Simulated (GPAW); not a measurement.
HfMoC2:

```
CELL_PARAMETERS angstrom
3.19142 0.00000 0.00000
0.00000 3.19142 0.00000
0.00000 0.00000 4.48516
ATOMIC_POSITIONS crystal
Hf 0.00000 0.00000 0.00000
Mo 0.50000 0.50000 0.50000
C 0.50000 0.50000 0.00000
C 0.00000 0.00000 0.50000
```

The cell comes from a database or a generator and needn't be the stable form of this composition.

Base run:

```yaml
Program: GPAW 26.7.0
Functional: r2SCAN
Potentials_or_basis: GPAW PAW data sets (gpaw-data 1.2.1)
Cutoff: 800 eV
Basis: pw
k_mesh: 7 × 7 × 5
Occupations: fermi-dirac, width 0.05 eV
Spin: no spin polarisation
```

Its results: pressure -1.8 GPa.

Question: The run is repeated on the same cell with these changes: functional from r2SCAN to PBE. What comes out?

Answer: Pressure -0.4 GPa.

Caveats: the PAW data sets were made with another functional, which shifts forces and pressure a little (some runs).

Not every run made on this cell is shown here.
